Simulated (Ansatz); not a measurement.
Task: a ladder of methods at one geometry of GeH5NSn, SMILES [NH]1[GeH2][SnH2]1, with the Ansatz DFT code, driven from Python. Give the script and its output. Level of theory (for the species named): revPBE, def2-SVP basis, multiplicity 1. The script varies functional: revpbe, b3lyp, blyp, lc_wpbe, hf.

Contents of `geh5nsn.xyz`:
```text
8

N    -0.59190   -0.31390   -0.88150
Ge   -0.17660    1.31430   -0.05310
Sn    0.73850   -1.06240    0.37780
H    -1.50000   -0.53380   -0.51880
H     0.66910    2.21390   -1.00800
H    -1.30120    1.81800    0.89270
H     2.23680   -1.50720   -0.49700
H     0.01740   -1.98590    1.63210
```

The script, `methods_geh5nsn.py`:
```python
from pathlib import Path
import logging
import sys
import warnings

import ansatz as az
import numpy as np

logging.basicConfig(stream=sys.stdout, format="%(name)s: %(message)s")
logger = logging.getLogger("calc")
logger.setLevel(logging.INFO)


def main() -> None:
    warnings.simplefilter("ignore", az.DeckWarning)

    geometry = az.Crystal.molecule_from_extxyz("geh5nsn.xyz")

    model = geometry.calculation().basis(gaussian="def2-SVP")

    logger.info("functional    E (Ha)        dipole (D)   HOMO (eV)  LUMO (eV)")
    for name in ["revpbe", "b3lyp", "blyp", "lc_wpbe", "hf"]:
        rep = model.functional(name).forces().orbitals().run(runs_dir="runs").report
        lines = Path(rep["orbitals_path"]).read_text().splitlines()
        field_of = lambda key: [line.split("=")[1].strip() for line in lines if line.startswith(key)]
        orbitals = [(27.211386 * float(e), s, float(n)) for e, s, n in zip(field_of("Ene="), field_of("Spin="), field_of("Occup="))]
        homo = max(e for e, _, n in orbitals if n > 0.5)
        lumo = min(e for e, _, n in orbitals if n < 0.5)
        dipole = 4.803205 * np.linalg.norm(rep["charge_distribution"]["dipole_moment_e_ang"])
        logger.info(f"{name:10s} {rep['free_energy_ev'] / 27.211386246:14.6f} {dipole:9.3f} {homo:11.3f} {lumo:10.3f}")


if __name__ == "__main__":
    main()
```

```console
$ python methods_geh5nsn.py
calc: functional    E (Ha)        dipole (D)   HOMO (eV)  LUMO (eV)
calc: revpbe       -2348.540390     1.306      -4.491     -1.829
calc: b3lyp        -2348.788145     1.388      -5.302     -1.382
calc: blyp         -2348.638408     1.313      -4.357     -1.822
calc: lc_wpbe      -2348.393994     1.505      -7.833      0.845
calc: hf           -2345.669648     1.625      -7.517      1.847
```

Reading the output:
- Total energies depend on the basis set; only differences at equal settings carry meaning.
- The geometry is a force-field or estimated start, not a minimum of this method, and the basis set is short of its limit. A lower total doesn't mark the better method: functionals have no common bound, and MP2 and coupled cluster aren't variational.
- def2 sets replace the cores of elements past krypton by effective core potentials.
- b3lyp holds the VWN-RPA fit, as in Gaussian; the form of ORCA and Turbomole is b3lyp5.
- Levels such as HOMO and LUMO are orbital energies: with these approximate functionals they aren't the ionisation energy and electron affinity, and their gap isn't the fundamental gap.
- Run time: 25 s on 1 thread of Intel(R) Xeon(R) Processor @ 2.30GHz, on a shared host, peak memory 0.33 GiB.
